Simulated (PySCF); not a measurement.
# Changing the system itself: I

Aim: change spin, charge, geometry, field or solvent of I, one at a time, and compare with the base run.

Method: method and basis as typed in the scripts; program: PySCF 2.14.0.

4 further runs of the same task are left out: 1 for a known fault of the program, 3 that didn't finish.

## 1. The atom

I: 1 atom, charge 0, spin multiplicity 2.

## 2. Base script

input.py reads:

```python
from pyscf import gto, dft

mol = gto.M(
    atom='I 0 0 0',
    basis='x2c-svpall',
    charge=0,
    spin=1,
    symmetry=True,
    verbose=4,
)
mf = dft.ROKS(mol, xc='b3pw91')
mf = mf.sfx2c1e()
mf.kernel()
mf.analyze()
print('orbital energies (hartree):', mf.mo_energy[..., max(0, mol.nelec[1]-3):mol.nelec[0]+3].round(4))
```

The run is started by

```sh
$ OMP_NUM_THREADS=1 python input.py
```

Its log is not repeated here.

It gives: E(SCF) = -7115.138731 Eh, 6 cycles.

## 3. Sextet

Variant 1 changes spin (2S): 1 → 5.

input.py reads:

```python
from pyscf import gto, dft

mol = gto.M(
    atom='I 0 0 0',
    basis='x2c-svpall',
    charge=0,
    spin=5,
    symmetry=True,
    verbose=4,
)
mf = dft.ROKS(mol, xc='b3pw91')
mf = mf.sfx2c1e()
mf.kernel()
mf.analyze()
print('orbital energies (hartree):', mf.mo_energy[..., max(0, mol.nelec[1]-3):mol.nelec[0]+3].round(4))
```

The run is started by

```sh
$ OMP_NUM_THREADS=1 python input.py
```

## 4. Charge +2

Variant 2 changes charge: 0 → 2.

Changes to input.py since step 2:

```diff
@@ -5,3 +5,3 @@
     basis='x2c-svpall',
-    charge=0,
+    charge=2,
     spin=1,
```

## 5. Electric field 0.2 a.u.

Variant 3 changes electric field: none → 0.2 a.u.; point-group symmetry: on → off.

Changes to input.py since step 2:

```diff
@@ -7,3 +7,2 @@
     spin=1,
-    symmetry=True,
     verbose=4,
@@ -12,2 +11,7 @@
 mf = mf.sfx2c1e()
+field = 0.2  # electric field along z, atomic units
+h = mf.get_hcore() + field*mol.intor('int1e_r')[2]
+mf.get_hcore = lambda *args: h
+e_nuc = mol.energy_nuc() - field*mol.atom_charges() @ mol.atom_coords()[:, 2]
+mf.energy_nuc = lambda *args: e_nuc
 mf.kernel()
```

## 6. Quartet

Variant 4 changes spin (2S): 1 → 3.

Changes to input.py since step 2:

```diff
@@ -6,3 +6,3 @@
     charge=0,
-    spin=1,
+    spin=3,
     symmetry=True,
```

## 7. Electric field 0.005 a.u.

Variant 5 changes electric field: none → 0.005 a.u.; point-group symmetry: on → off.

Changes to input.py since step 2:

```diff
@@ -7,3 +7,2 @@
     spin=1,
-    symmetry=True,
     verbose=4,
@@ -12,2 +11,7 @@
 mf = mf.sfx2c1e()
+field = 0.005  # electric field along z, atomic units
+h = mf.get_hcore() + field*mol.intor('int1e_r')[2]
+mf.get_hcore = lambda *args: h
+e_nuc = mol.energy_nuc() - field*mol.atom_charges() @ mol.atom_coords()[:, 2]
+mf.energy_nuc = lambda *args: e_nuc
 mf.kernel()
```

## 8. Electric field 0.001 a.u.

Variant 6 changes electric field: none → 0.001 a.u.; point-group symmetry: on → off.

Changes to input.py since step 2:

```diff
@@ -7,3 +7,2 @@
     spin=1,
-    symmetry=True,
     verbose=4,
@@ -12,2 +11,7 @@
 mf = mf.sfx2c1e()
+field = 0.001  # electric field along z, atomic units
+h = mf.get_hcore() + field*mol.intor('int1e_r')[2]
+mf.get_hcore = lambda *args: h
+e_nuc = mol.energy_nuc() - field*mol.atom_charges() @ mol.atom_coords()[:, 2]
+mf.energy_nuc = lambda *args: e_nuc
 mf.kernel()
```

What does the calculation give? Wanted: for each run, E(SCF); from base.

**Answer**, as computed:

```
                                  run  E(SCF) (hartree)  from base (eV)  cycles
                                 base      -7115.138731               0       6
                               sextet      -7114.251576        +24.1407       6
                            charge +2      -7113.972967        +31.7220       6
electric field 0.2 a.u. (poor choice)      -7115.509995  not comparable       8
                              quartet      -7114.728799        +11.1548       6
            electric field 0.005 a.u.      -7115.139260         -0.0144       6
            electric field 0.001 a.u.      -7115.139051         -0.0087       6
```

In words: Of the runs whose energies can be compared, “sextet” moves the SCF energy most (+24.141 eV). The sextet solution found lies 24.14 eV above the base doublet at this geometry and level. The quartet solution found lies 11.15 eV above the base doublet at this geometry and level. Rows marked «poor choice» come from settings spoiled on purpose.
